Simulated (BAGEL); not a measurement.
# PBE0/cc-pVDZ (density fitting with qzvpp-jkfit) run of CH4BClO (SMILES COBCl)

Aim: the energy change on altering one bond length of CH4BClO at PBE0/cc-pVDZ (density fitting with qzvpp-jkfit), from 2 runs. 

The calculation is run with BAGEL 1.2.2.

5 further runs of the same task are left out: 3 that didn't finish, 2 set aside as unsound or not needed. Runs told in other sessions of the task aren't counted.

### Step 1. The structure to begin with

The species is CH4BClO (8 atoms), meant as a singlet with charge 0. SMILES: `COBCl`. The shape is that of a PBE0-D4/def2-TZVP optimisation. This is one conformer, not always the lowest.

Bond lengths: C1–O2 1.416 Å, O2–B3 1.334 Å, B3–Cl4 1.755 Å, C1–H5 1.091 Å, C1–H6 1.093 Å, C1–H7 1.091 Å, B3–H8 1.195 Å. Angles: C1–O2–B3 121.8°, O2–B3–Cl4 118.3°, O2–C1–H5 108.7°, O2–C1–H6 111.5°, O2–C1–H7 108.6°, O2–B3–H8 122.7°, Cl4–B3–H8 119.0°, H5–C1–H6 109.5°, H5–C1–H7 109.0°, H6–C1–H7 109.5°.

### Step 2. A single-point energy at PBE0/cc-pVDZ (density fitting with qzvpp-jkfit)

Input file calc.json:

```json
{ "bagel": [

{
  "title": "molecule",
  "basis": "cc-pvdz.json",
  "df_basis": "qzvpp-jkfit",
  "angstrom": true,
  "geometry": [
    { "atom": "C", "xyz": [       0.183600,       1.104700,      -0.077800 ] },
    { "atom": "O", "xyz": [       0.201900,      -0.193200,      -0.643400 ] },
    { "atom": "B", "xyz": [      -0.176100,      -1.267300,       0.051400 ] },
    { "atom": "Cl", "xyz": [      -0.116600,      -2.833000,      -0.740100 ] },
    { "atom": "H", "xyz": [      -0.475900,       1.736300,      -0.674900 ] },
    { "atom": "H", "xyz": [      -0.167400,       1.084900,       0.957000 ] },
    { "atom": "H", "xyz": [       1.194100,       1.514600,      -0.112600 ] },
    { "atom": "H", "xyz": [      -0.551400,      -1.204200,       1.184700 ] }
  ]
},

{ "title": "ks", "xc_func": "pbe0" },

{ "title": "print", "file": "orbitals.molden", "orbitals": true }

]}
```

The basis set cc-pVDZ is read from a file made from the Basis Set Exchange's data (not shown).

On the command line:

```console
$ BAGEL_NUM_THREADS=1 BAGEL calc.json > calc.out
```

The log of the run:

```text
* using 1 threads per process

  ===============================================================
  ===============================================================

  *** Geometry ***

  { "atom" : "C", "xyz" : [      0.346954,      2.087580,     -0.147021 ] },
  { "atom" : "O", "xyz" : [      0.381536,     -0.365095,     -1.215850 ] },
  { "atom" : "B", "xyz" : [     -0.332781,     -2.394850,      0.097132 ] },
  { "atom" : "Cl", "xyz" : [     -0.220342,     -5.353594,     -1.398586 ] },
  { "atom" : "H", "xyz" : [     -0.899321,      3.281131,     -1.275376 ] },
  { "atom" : "H", "xyz" : [     -0.316340,      2.050164,      1.808468 ] },
  { "atom" : "H", "xyz" : [      2.256522,      2.862179,     -0.212783 ] },
  { "atom" : "H", "xyz" : [     -1.041995,     -2.275608,      2.238759 ] },

  Number of auxiliary basis functions:      427

  Since a DF basis is specified, we compute 2- and 3-index integrals:
    o Being stored without compression. Storage requirement is 0.022 GB

  Number of basis functions:       80
  Number of electrons      :       40

    * METHOD: MOLECULE                             0.19

  *** Kohn-Sham DFT ***

    * Removing 14432 points whose weight is below 1.00e-10
    * Grid points: 104816

  === Nuclear Repulsion ===
   140.4722550682

       - DIIS with orbital gradients will be used.

  === KS iteration (pbe0 / cc-pvdz.json) ===
      0       -563.64116616          0.09430378           0.34
      1       -522.96348533          0.20290875           0.32
      2       -515.39875027          0.23502277           0.33
      3       -578.10504516          0.11473106           0.33
      4       -587.44638564          0.12864777           0.33
      5       -600.04486080          0.03164426           0.33
      6       -600.18544644          0.02831800           0.33
      7       -600.50529092          0.01015255           0.33
      8       -600.53159971          0.00669976           0.32
      9       -600.55245768          0.00195344           0.33
     10       -600.55542737          0.00030482           0.32
     11       -600.55553368          0.00008259           0.32
     12       -600.55553896          0.00002378           0.33
     13       -600.55553931          0.00000643           0.33
     14       -600.55553932          0.00000366           0.33
     15       -600.55553933          0.00000064           0.32
     16       -600.55553933          0.00000028           0.33
     17       -600.55553933          0.00000007           0.33
     18       -600.55553933          0.00000002           0.32
     19       -600.55553933          0.00000001           0.33
    * SCF iteration converged.

    * Permanent dipole moment:
           (    0.001752,    -1.027859,    -0.409979) a.u.

    * METHOD: KS                                   7.17

    * METHOD: PRINT                                0.01

  ===============================================================
```

It took 7.5 s on 1 thread of Arm Neoverse V1, shared host; peak memory 0.4 GiB.

### Step 3. The distorted shape

Input file input.json:

```json
{ "bagel" : [

{
  "title" : "molecule",
  "basis" : "cc-pvdz.json",
  "df_basis" : "qzvpp-jkfit",
  "angstrom" : true,
  "geometry" : [
    { "atom" : "C", "xyz" : [    0.174675,    1.339546,    0.040921 ] },
    { "atom" : "O", "xyz" : [    0.192975,    0.041646,   -0.524679 ] },
    { "atom" : "B", "xyz" : [   -0.185025,   -1.032454,    0.170121 ] },
    { "atom" : "Cl", "xyz" : [   -0.116600,   -2.833000,   -0.740100 ] },
    { "atom" : "H", "xyz" : [   -0.484825,    1.971146,   -0.556179 ] },
    { "atom" : "H", "xyz" : [   -0.176325,    1.319746,    1.075721 ] },
    { "atom" : "H", "xyz" : [    1.185175,    1.749446,    0.006121 ] },
    { "atom" : "H", "xyz" : [   -0.560325,   -0.969354,    1.303421 ] }
  ]
},
{
  "title" : "ks",
  "xc_func" : "pbe0"
},
{
  "title" : "print",
  "file" : "orbitals.molden",
  "orbitals" : true
}

]}
```

The basis set cc-pVDZ is read from a file made from the Basis Set Exchange's data (not shown).

On the command line:

```console
$ BAGEL_NUM_THREADS=1 BAGEL input.json > input.out
```

The log of the run:

```text
* using 1 threads per process

  ===============================================================
  ===============================================================

  *** Geometry ***

  { "atom" : "C", "xyz" : [      0.330088,      2.531375,      0.077329 ] },
  { "atom" : "O", "xyz" : [      0.364670,      0.078700,     -0.991500 ] },
  { "atom" : "B", "xyz" : [     -0.349647,     -1.951055,      0.321482 ] },
  { "atom" : "Cl", "xyz" : [     -0.220342,     -5.353594,     -1.398586 ] },
  { "atom" : "H", "xyz" : [     -0.916186,      3.724926,     -1.051026 ] },
  { "atom" : "H", "xyz" : [     -0.333206,      2.493958,      2.032818 ] },
  { "atom" : "H", "xyz" : [      2.239656,      3.305974,      0.011567 ] },
  { "atom" : "H", "xyz" : [     -1.058861,     -1.831814,      2.463109 ] },

  Number of auxiliary basis functions:      427

  Since a DF basis is specified, we compute 2- and 3-index integrals:
    o Being stored without compression. Storage requirement is 0.022 GB

  Number of basis functions:       80
  Number of electrons      :       40

    * METHOD: MOLECULE                             0.19

  *** Kohn-Sham DFT ***

    * Removing 14142 points whose weight is below 1.00e-10
    * Grid points: 105106

  === Nuclear Repulsion ===
   133.4900656071

       - DIIS with orbital gradients will be used.

  === KS iteration (pbe0 / cc-pvdz.json) ===
      0       -562.24257171          0.09654956           0.35
      1       -525.13301447          0.23570979           0.33
      2       -553.21252357          0.15035933           0.33
      3       -576.83092491          0.12098548           0.33
      4       -594.40641955          0.11593764           0.33
      5       -599.88530690          0.03045813           0.33
      6       -600.15207154          0.02841593           0.33
      7       -600.47420247          0.00948921           0.32
      8       -600.53136628          0.00334508           0.33
      9       -600.53665044          0.00084499           0.33
     10       -600.53703737          0.00029703           0.33
     11       -600.53709721          0.00005669           0.34
     12       -600.53709871          0.00001162           0.33
     13       -600.53709879          0.00000510           0.33
     14       -600.53709880          0.00000153           0.33
     15       -600.53709880          0.00000050           0.33
     16       -600.53709880          0.00000018           0.33
     17       -600.53709880          0.00000008           0.34
     18       -600.53709880          0.00000001           0.33
     19       -600.53709880          0.00000001           0.33
    * SCF iteration converged.

    * Permanent dipole moment:
           (    0.003540,    -1.530008,    -0.612726) a.u.

    * METHOD: KS                                   7.26

    * METHOD: PRINT                                0.01

  ===============================================================
```

It took 7.8 s on 1 thread of Arm Neoverse V1, shared host; peak memory 0.4 GiB.

### Step 4. What came out

At PBE0/cc-pVDZ (density fitting with qzvpp-jkfit):

| quantity | value |
| --- | --- |
| first shape: total energy | -600.55554 Eh |
| first shape: dipole moment | 2.81 D |
| first shape: HOMO energy | -8.64 eV |
| first shape: LUMO energy | -0.02 eV |
| first shape: HOMO–LUMO gap | 8.62 eV |
| distorted shape: total energy | -600.53710 Eh |
| distorted shape: dipole moment | 4.19 D |
| distorted shape: HOMO energy | -8.32 eV |
| distorted shape: LUMO energy | -0.53 eV |
| distorted shape: HOMO–LUMO gap | 7.79 eV |
| energy change with the B3–Cl4 bond stretched from 1.755 to 2.019 Å | 0.502 eV |

**Reading.** With the B3–Cl4 bond stretched from 1.755 to 2.019 Å the energy rises by 0.50 eV (48.4 kJ/mol). The first shape isn't relaxed at this level, so the change isn't measured from a minimum.
